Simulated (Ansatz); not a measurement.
# Zr4Si3B: melt and quench

This session takes Zr4Si3B and sets out to make an amorphous cell by melting and quenching in short dynamics.

Method: DFT PBE, scalar-relativistic, plane waves, PAW, in Ansatz 0.2.0.

**1. The system as given**

The cell holds 16 atoms (B2Si6Zr8): a = 6.617 Å, b = 6.592 Å, c = 6.613 Å, α = 91.69°, β = 94.88°, γ = 88.05°.

It is the last frame of an earlier stage of the same melt, run at 2080 K.

Coordinates:

```xyz
16
Lattice="6.6097 0.1103 -0.2811 0.1103 6.5905 -0.0948 -0.2811 -0.0948 6.6060" Properties=species:S:1:pos:R:3 pbc="T T T"
Zr    1.0688    3.9754    4.7493
Zr    5.3970    6.2797    4.1749
Zr    3.7256    1.1570    2.3319
Zr    2.8932    1.4027    5.9333
Zr    4.3041    4.2583    1.2636
Zr    6.1930    5.9913    0.0510
Zr    4.6841    3.1432    4.3077
Zr    0.9122    1.5106    2.4421
Si    0.5899    4.0135    2.0420
Si    5.6300    2.0815    0.3569
Si    0.2390    1.7362    5.5960
Si    2.4360    5.5377    3.1632
Si    2.1461    5.9460    0.7213
Si    3.4019    5.1645    5.3507
B     2.5266    3.0628    2.6417
B     1.0693   -0.0161    5.4731
```

**2. Dynamics at 1150 K**

One k point, a Fermi-Dirac width of 0.099 eV and a fixed cell.

input.yaml reads:

```yaml
crystal:
  lattice:
    - [6.609711, 0.110313, -0.281118]
    - [0.110313, 6.590489, -0.094821]
    - [-0.281118, -0.094821, 6.605964]
  atoms:
    - { symbol: Zr, position: [0.1827842462, 0.610721319, 0.7354832422] }
    - { symbol: Zr, position: [0.8296484081, 0.948745502, 0.6809107567] }
    - { symbol: Zr, position: [0.5769629894, 0.1713589527, 0.3800091563] }
    - { symbol: Zr, position: [0.4732651426, 0.2181804031, 0.9214510136] }
    - { symbol: Zr, position: [0.650228551, 0.6385248821, 0.2281213512] }
    - { symbol: Zr, position: [0.9245778379, 0.8944666748, 0.0599051356] }
    - { symbol: Zr, position: [0.7300873523, 0.4746395134, 0.6899709308] }
    - { symbol: Zr, position: [0.1502678144, 0.2321518061, 0.3794057506] }
    - { symbol: Si, position: [0.0927207308, 0.612061729, 0.3218510492] }
    - { symbol: Si, position: [0.8507404495, 0.3029497404, 0.0945820444] }
    - { symbol: Si, position: [0.0678919184, 0.2745889896, 0.8539404337] }
    - { symbol: Si, position: [0.3760656156, 0.84125496, 0.5069180069] }
    - { symbol: Si, position: [0.3154545739, 0.8988801676, 0.1355227856] }
    - { symbol: Si, position: [0.5374593835, 0.7867836293, 0.8441393802] }
    - { symbol: B, position: [0.3925057257, 0.4642502283, 0.423257427] }
    - { symbol: B, position: [0.1972662172, 0.0062961706, 0.8369911162] }
  symmetry: { detect: false }
basis:
  ecutwfc: 420
  xc_grid: 1
kpoints:
  mp_grid: { grid: [1, 1, 1], shift: [0.25, 0.25, 0.25] }
hamiltonian:
  xc: pbe
scf:
  occupations: { method: fermi_dirac, width: 0.0991 }
  lower_state_search: "off"
  convergence: { dr2_threshold: 1.0e-05 }
output:
  forces: true
  stress: true
md:
  timestep: 1.5
  n_steps: 250
  ensemble: nvt_langevin
  friction: 0.03
  temperature: 1150.0
  initial_velocities: maxwell_boltzmann
  seed: 59097
```

Launch:

```bash
$ ansatz run input.yaml --threads 2 --pin off --max-ram 5120MiB --backend cpu --events-out ev --progress --plain --runs-dir out
```

The program printed, shortened:

```text
Warning: scf.convergence.dr2_threshold = 1e-5 eV is looser than this run's default, which is 1e-7 eV or tighter. The error in the forces grows as the threshold's square root, so leave the key out unless less accurate forces are enough
Warning: output.stress: scf.convergence.dr2_threshold = 1e-5 eV is looser than the 1.6e-9 eV advised for a printed stress (1e-10 eV for each atom of the cell: 16). What an SCF threshold leaves in a stress goes as its square root, and in the free energy as the threshold itself, and one [...]
Warning: RAYON_NUM_THREADS=2 ignored (pool sized by the plan → 2); use --threads N
[...]
Pseudopotentials: kind: paw
Pseudopotential: Zr, paw, valence charge 12, recommended cutoff 420 eV (normal), Zr.paw.azcp
Pseudopotential: Si, paw, valence charge 4, recommended cutoff 420 eV (normal), Si.paw.azcp
Pseudopotential: B, paw, valence charge 3, recommended cutoff 420 eV (normal), B.paw.azcp
Functional definition: PBE
[...]
Crystal: 16 atoms, lattice volume = 287.109 Å³
Basis set: ecut = 420 eV, 5565 PW (Γ)
Bands: 79, of which v1, the nominal top of the filled ones, is band 63 counted from 1 (62 counted from 0)
Symmetry: 1 space group operations
k-points: 1
[...]
SCF iter   1: F=—  HF=-37598.388101 eV  |F-HF|=—  |Δ(HF+E_count)|=         —  Δρ=9.25e-3  dr2=3.92e-1  ethr=1.77e-3  ⟨swp⟩=6.0  Hψ=328  notcnv=0
[...]
md step     0: t =     0.00 fs  T =  1078.1 K  F+E_penalty+E_count = -37598.32269020 eV  E_kin = 2.229735 eV  P_inst = 5.2868 GPa  (6 SCF iters)
[...]
md step    10: t =    15.00 fs  T =  1367.6 K  F+E_penalty+E_count = -37599.34991184 eV  E_kin = 2.828391 eV  P_inst = 3.6740 GPa  (6 SCF iters)
[...]
md step    20: t =    30.00 fs  T =  1073.5 K  F+E_penalty+E_count = -37599.48942466 eV  E_kin = 2.220205 eV  P_inst = 3.9910 GPa  (6 SCF iters)
[...]
md step    30: t =    45.00 fs  T =   757.7 K  F+E_penalty+E_count = -37598.94498178 eV  E_kin = 1.567072 eV  P_inst = 5.0915 GPa  (6 SCF iters)
[...]
md step    39: t =    58.50 fs  T =  1031.6 K  F+E_penalty+E_count = -37599.54783514 eV  E_kin = 2.133610 eV  P_inst = 4.2920 GPa  (3 SCF iters)
md step    40: t =    60.00 fs  T =  1041.6 K  F+E_penalty+E_count = -37599.65484392 eV  E_kin = 2.154261 eV  P_inst = 4.0783 GPa  (6 SCF iters)
```

**3. The log goes on: Langevin dynamics at 1150 K from the last frame before**

Output, continued, shortened:

```text
md step    41: t =    61.50 fs  T =  1189.3 K  F+E_penalty+E_count = -37599.74353268 eV  E_kin = 2.459620 eV  P_inst = 3.9845 GPa  (3 SCF iters)
[...]
md step    71: t =   106.50 fs  T =  1318.2 K  F+E_penalty+E_count = -37599.70858102 eV  E_kin = 2.726329 eV  P_inst = 2.9438 GPa  (3 SCF iters)
[...]
md step   101: t =   151.50 fs  T =   984.6 K  F+E_penalty+E_count = -37599.45278006 eV  E_kin = 2.036248 eV  P_inst = 4.0972 GPa  (3 SCF iters)
[...]
md step   131: t =   196.50 fs  T =   985.2 K  F+E_penalty+E_count = -37599.88885180 eV  E_kin = 2.037528 eV  P_inst = 2.2512 GPa  (4 SCF iters)
[...]
md step   159: t =   238.50 fs  T =  1275.8 K  F+E_penalty+E_count = -37599.18929798 eV  E_kin = 2.638659 eV  P_inst = 4.0233 GPa  (4 SCF iters)
md step   160: t =   240.00 fs  T =  1461.8 K  F+E_penalty+E_count = -37599.17149178 eV  E_kin = 3.023211 eV  P_inst = 4.2122 GPa  (6 SCF iters)
```

**4. The log goes on: Langevin dynamics at 1150 K from the last frame before**

Output, continued, shortened:

```text
md step   161: t =   241.50 fs  T =  1595.2 K  F+E_penalty+E_count = -37599.15658555 eV  E_kin = 3.299188 eV  P_inst = 4.3644 GPa  (3 SCF iters)
[...]
md step   183: t =   274.50 fs  T =  1230.6 K  F+E_penalty+E_count = -37599.34437944 eV  E_kin = 2.545005 eV  P_inst = 3.8178 GPa  (3 SCF iters)
[...]
md step   205: t =   307.50 fs  T =  1207.2 K  F+E_penalty+E_count = -37599.74817094 eV  E_kin = 2.496676 eV  P_inst = 2.9427 GPa  (3 SCF iters)
[...]
md step   227: t =   340.50 fs  T =  1014.1 K  F+E_penalty+E_count = -37599.73468593 eV  E_kin = 2.097299 eV  P_inst = 1.0961 GPa  (3 SCF iters)
[...]
md step   249: t =   373.50 fs  T =   966.5 K  F+E_penalty+E_count = -37599.49017106 eV  E_kin = 1.998940 eV  P_inst = 2.5370 GPa  (4 SCF iters)
[...]
md step   250: t =   375.00 fs  T =   919.1 K  F+E_penalty+E_count = -37599.46161836 eV  E_kin = 1.900778 eV  P_inst = 2.5229 GPa  (6 SCF iters)
SCF converged after 6 iterations
Free energy (F): -37599.461618 eV
[...]
E sigma→0 (E₀):  -37599.271223 eV
Entropy (-TS):   -0.380791 eV (-23.799 meV/atom)
Fermi energy:    12.557375 eV
[...]
--- Forces (eV/Å), atoms counted from 1 ---
  atom   1  Zr     1.08564557    -0.10220389    -0.53474669
  atom   2  Zr     0.70920701     1.21795781     0.79879816
  atom   3  Zr     1.00797479     0.89529770     1.55872958
  atom   4  Zr    -0.84421020     0.35799507    -0.93418929
  atom   5  Zr     1.10860331    -2.21815888    -0.50157868
  atom   6  Zr     0.39174061     0.21550474     0.19439675
  atom   7  Zr    -0.62989144     0.18087950    -0.40855443
  atom   8  Zr    -0.92212837    -0.29804374     0.28610239
[...]
--- Stress (GPa, compression-positive) ---
       -1.212256       1.290028       0.882733
        1.290028       2.804705      -1.980218
        0.882733      -1.980218       3.854732
  P = ⅓ Tr σ = 1.8157 GPa (18.157 kbar)
--- MD trajectory: 250 steps, t = 0.0 → 375.0 fs ---
  final state: T = 919.1 K   F+E_penalty+E_count = -37599.46161836 eV   E_kin = 1.900778 eV
```

Run time: 5 min. Hardware: 2 threads of Arm Neoverse V1, shared host; peak memory 0.45 GiB.

**5. Frames and traces**

The trajectory, every 13 steps (energies from step 0); msd is the mean square displacement from the start, the centre of mass held:

```
time (fs)  T (K)  potential energy change (meV/atom)  pressure (GPa)  msd Zr (Å²)  msd Si (Å²)  msd B (Å²)
      0.0   1078                                 0.0             5.3        0.000        0.000       0.000
     19.5   1374                               -75.1             3.6        0.011        0.029       0.112
     39.0    791                               -46.9             4.8        0.030        0.091       0.319
     58.5   1032                               -76.6             4.3        0.054        0.119       0.206
     78.0   1254                              -103.7             2.6        0.074        0.111       0.120
     97.5   1245                               -82.7             2.5        0.096        0.128       0.129
    117.0   1116                               -87.4             3.6        0.104        0.147       0.174
    136.5    940                               -64.6             4.3        0.108        0.127       0.160
    156.0    961                               -71.9             4.1        0.100        0.128       0.140
    175.5    831                               -97.8             2.9        0.102        0.131       0.188
    195.0    859                              -102.4             2.1        0.104        0.113       0.174
    214.5   1100                               -68.3             3.2        0.116        0.109       0.141
    234.0   1254                               -58.1             3.8        0.119        0.128       0.059
    253.5   1451                               -37.1             4.7        0.127        0.183       0.082
    273.0    938                               -53.6             3.8        0.147        0.197       0.081
    292.5    978                               -51.2             4.4        0.190        0.173       0.235
    312.0   1285                              -112.3             2.1        0.216        0.158       0.122
    331.5   1188                               -54.6             2.0        0.204        0.110       0.127
    351.0   1093                              -109.0             1.1        0.195        0.092       0.106
    370.5   1023                               -75.3             2.6        0.174        0.113       0.100
    375.0    919                               -71.2             2.5        0.170        0.112       0.089
```

time (fs), T (K) and a bar:
```
      0.0       1078 ############
     16.5       1254 #################
     33.0        885 ######
     49.5        785 ###
     64.5       1363 ####################
     81.0       1321 ###################
     97.5       1245 #################
    114.0       1278 ##################
    130.5        682 
    147.0        895 ######
    163.5        708 #
    180.0        770 ###
    195.0        859 #####
    211.5       1092 ############
    228.0       1359 ####################
    244.5       1697 ##############################
    261.0       1047 ###########
    277.5       1388 #####################
    294.0        977 #########
    310.5       1247 #################
    325.5       1089 ############
    342.0       1089 ############
    358.5       1054 ###########
    375.0        919 #######
```

Bonds that form or break, judged by distance (formed within 1.15 times the sum of covalent radii and held on average over 12 fs, broken when stretched by half; pairs already stretched at the start don't count as bonds):

```
time (fs)      bond  event
    240.0  Si14–B16  forms
    262.5  Si9–Si13  forms
```

Pair distribution over the second half of the run:

```
r (Å)  g Zr–Zr  g Zr–Si  g Si–Si
 0.68     0.00     0.00     0.00
 0.84     0.00     0.00     0.00
 1.00     0.00     0.00     0.00
 1.16     0.00     0.00     0.00
 1.32     0.00     0.00     0.00
 1.48     0.00     0.00     0.00
 1.64     0.00     0.00     0.00
 1.80     0.00     0.00     0.00
 1.96     0.00     0.00     0.00
 2.12     0.00     0.00     0.48
 2.28     0.00     0.01     1.61
 2.44     0.15     0.53     3.24
 2.60     0.93     2.40     3.09
 2.76     0.60     4.17     0.92
 2.92     1.33     3.37     0.42
 3.08     2.04     1.32     0.51
 3.24     2.83     0.62     0.05
```

First peaks of g(r) (not always the tallest), and, where a minimum follows, the mean number of second-named atoms round a first-named one up to the next minimum:

```
 pair  peak (Å)  height  minimum (Å)  neighbours
Zr–Si      2.84     4.3            -           -
Si–Si      2.52     3.4            -           -
```

**6. Frames from the trajectory**

Extended XYZ, with forces in eV/Å:

```xyz
16
Lattice="6.610 0.110 -0.281 0.110 6.590 -0.095 -0.281 -0.095 6.606" Properties=species:S:1:pos:R:3:forces:R:3 pbc="T T T" time_fs=63.0 T=1308 dE=-1.5013
Zr    1.071    3.943    5.013    0.206    0.443   -0.415
Zr    5.388    6.377    3.962   -0.261   -1.499    0.190
Zr    3.858    0.904    2.152   -0.158    0.118    0.009
Zr    2.933    1.467    6.004   -0.977   -0.013   -0.928
Zr    4.331    4.180    1.447   -0.579   -0.126   -0.474
Zr    6.235    6.002    0.203   -0.279    0.524   -1.792
Zr    4.441    3.291    4.210   -0.151   -0.033    0.752
Zr    0.876    1.234    2.486   -0.291    0.584    1.167
Si    0.578    3.791    1.757    0.280   -0.058    0.171
Si    5.534    1.948    0.368    1.732    1.689   -0.240
Si    0.337    1.480    5.203   -0.795    1.087    0.998
Si    2.564    5.565    3.348    0.744   -0.715    0.191
Si    2.210    5.958    0.694   -0.351   -0.021    1.280
Si    3.512    5.454    5.751    0.604   -0.728   -1.114
B     2.405    3.487    2.820   -0.054   -0.220    0.273
B     1.147   -0.268    5.384    0.333   -1.034   -0.068
16
Lattice="6.610 0.110 -0.281 0.110 6.590 -0.095 -0.281 -0.095 6.606" Properties=species:S:1:pos:R:3:forces:R:3 pbc="T T T" time_fs=124.5 T=638 dE=-1.1820
Zr    0.979    3.748    4.986   -0.469   -0.241   -0.387
Zr    5.366    6.012    3.915    0.196    0.294   -1.215
Zr    3.770    0.982    2.057    0.252   -1.187    1.155
Zr    2.721    1.291    6.022    0.159    0.133   -0.257
Zr    4.415    4.241    1.339   -0.986   -0.599    1.814
Zr    6.248    6.092    0.020   -0.817   -0.022    1.994
Zr    4.197    3.225    4.120    1.101   -1.507    1.476
Zr    0.765    1.074    2.784   -0.005    0.340    0.228
Si    0.599    3.720    1.673    0.107    0.153    0.279
Si    5.454    2.168    0.542    1.896   -1.467   -1.306
Si    0.001    1.275    5.535    0.340    1.129   -1.361
Si    2.648    5.161    3.341    0.083    2.048    0.063
Si    2.250    5.707    0.939   -1.441    0.738   -0.238
Si    3.481    5.257    5.732   -1.156    0.776   -0.906
B     2.370    3.280    2.641   -0.096   -1.001   -0.033
B     1.119   -0.516    5.705    0.833    0.410   -1.305
16
Lattice="6.610 0.110 -0.281 0.110 6.590 -0.095 -0.281 -0.095 6.606" Properties=species:S:1:pos:R:3:forces:R:3 pbc="T T T" time_fs=187.5 T=877 dE=-1.8487
Zr    1.098    3.670    4.940   -0.156    1.108   -0.231
Zr    5.416    6.006    3.734    0.144   -0.522    0.822
Zr    3.726    0.813    2.167    1.004    0.667   -0.481
Zr    2.786    1.200    6.182    0.738    1.239   -0.519
Zr    4.375    4.080    1.385   -0.911   -0.518   -0.362
Zr    6.245    6.058    0.066    0.184   -0.290   -0.545
Zr    4.291    3.068    4.387    0.176   -0.411   -0.261
Zr    0.711    1.183    2.879    0.869   -0.447    0.255
Si    0.731    3.687    1.610    0.221    0.499    0.481
Si    5.860    2.079    0.498   -1.711   -0.194    0.054
Si    0.172    1.304    5.526   -0.270   -0.166   -1.474
Si    2.709    5.325    3.203   -0.506   -0.786    0.397
Si    2.228    5.632    0.656   -0.580    0.299    0.555
Si    3.424    5.318    5.457    0.727   -0.048    0.636
B     2.381    3.219    2.812    0.320    0.111   -0.161
B     1.179   -0.431    5.181   -0.249   -0.542    0.835
16
Lattice="6.610 0.110 -0.281 0.110 6.590 -0.095 -0.281 -0.095 6.606" Properties=species:S:1:pos:R:3:forces:R:3 pbc="T T T" time_fs=250.5 T=1340 dE=-0.6822
Zr    1.146    3.728    5.072   -0.675   -1.356   -0.285
Zr    5.442    5.813    3.865   -0.271    0.544   -1.535
Zr    3.564    0.507    2.113    3.223    1.124    1.696
Zr    2.799    1.180    6.340   -1.145    2.201   -1.207
Zr    4.270    4.023    1.322   -0.706   -1.462    2.326
Zr    6.107    5.843   -0.183   -0.436    0.882    2.638
Zr    4.485    3.005    4.377   -0.922   -0.582    0.245
Zr    0.732    1.045    2.948   -0.440   -0.164   -0.226
Si    0.578    3.619    1.722    0.426    0.028    0.554
Si    5.616    1.989    0.532    0.513   -1.177   -0.435
Si    0.096    1.309    5.508    0.336   -0.798    0.009
Si    2.725    5.033    3.493    0.268   -0.009   -0.693
Si    1.867    5.787    1.081   -0.689   -1.274   -0.527
Si    3.250    5.257    5.919    0.531   -0.747   -1.788
B     2.346    2.703    2.774    0.614    1.582   -0.286
B     1.245   -0.594    5.703   -0.630    1.209   -0.487
16
Lattice="6.610 0.110 -0.281 0.110 6.590 -0.095 -0.281 -0.095 6.606" Properties=species:S:1:pos:R:3:forces:R:3 pbc="T T T" time_fs=312.0 T=1285 dE=-1.7976
Zr    1.014    3.427    5.173   -0.673    1.519   -1.009
Zr    5.492    5.677    3.544    0.719   -1.055    2.180
Zr    3.869    0.534    2.081   -0.842    0.403    0.525
Zr    2.646    1.271    6.402   -0.631   -0.551   -0.604
Zr    4.188    3.775    1.384   -0.600    0.349    0.308
Zr    5.951    5.903   -0.080    0.247   -0.762    0.596
Zr    4.286    2.852    4.516    0.201    0.033   -0.557
Zr    0.711    0.979    3.004    1.292    0.909   -2.624
Si    0.560    3.679    1.873    0.130   -0.477    0.463
Si    5.652    1.919    0.437    0.582   -0.427   -0.575
Si    0.009    1.069    5.343   -1.137   -0.420    1.664
Si    2.769    5.020    3.331   -0.453    0.101   -0.159
Si    1.825    5.755    1.075    0.609   -0.338   -0.247
Si    3.066    5.055    5.728    0.798    1.125    0.439
B     2.408    2.957    3.036   -0.554   -0.061   -0.570
B     1.013   -0.671    5.601    0.310   -0.348    0.171
16
Lattice="6.610 0.110 -0.281 0.110 6.590 -0.095 -0.281 -0.095 6.606" Properties=species:S:1:pos:R:3:forces:R:3 pbc="T T T" time_fs=375.0 T=919 dE=-1.1389
Zr    0.816    3.548    5.188    1.086   -0.102   -0.535
Zr    5.354    5.459    3.696    0.709    1.218    0.799
Zr    3.706    0.393    2.173    1.008    0.895    1.559
Zr    2.617    1.223    6.513   -0.844    0.358   -0.934
Zr    3.969    3.927    1.428    1.109   -2.218   -0.502
Zr    5.958    5.805    0.043    0.392    0.216    0.194
Zr    4.403    2.747    4.617   -0.630    0.181   -0.409
Zr    0.837    0.997    2.801   -0.922   -0.298    0.286
Si    0.481    3.517    1.821    0.083    0.010    0.262
Si    5.499    1.853    0.646    0.587   -0.226   -0.833
Si    0.089    1.061    5.452   -1.283   -0.007   -0.042
Si    2.322    5.082    3.342    0.641   -1.186   -0.743
Si    2.050    5.492    0.864   -2.205    0.511    0.169
Si    3.117    5.277    5.463    1.179   -0.421    0.946
B     2.593    2.762    2.947   -1.029    0.878    0.050
B     0.968   -0.697    5.684    0.118    0.190   -0.268
```

**7. The stages side by side**

Means over the second half of each stage, earlier sessions' stages included (the first, hottest stages at a lower cutoff are left out); the pressure holds its kinetic part:

```
thermostat (K)  duration (fs)  mean T (K)  mean P (GPa)  mean potential energy over the last stage (meV/atom)  largest msd at the end (Å²)  wall time
          2890            375        2452          11.7                                                   247                         3.47    5.5 min
          2080            375        2202           7.8                                                   137                         2.72    5.2 min
          1150            375        1134           3.0                                                     0                         0.17      5 min
```

**8. What came out**

| quantity | value |
| --- | --- |
| 1150 K: length | 250 steps of 1.5 fs |
| 1150 K: temperature, first and last step | 1078 and 919 K |
| 1150 K: temperature, second half | mean 1134 K, from 736 to 1708 K |

Against a set 1150 K the second half averages 1134 K with a spread of 218 K (in equilibrium 16 atoms would scatter by about 235 K, over a far longer run). The thermostat is lowered by 1740 K within 750 fs (some 2×10^15 K/s), far faster than any real quench. A run of 375 fs with 16 atoms shows the motion but fixes no equilibrium value.
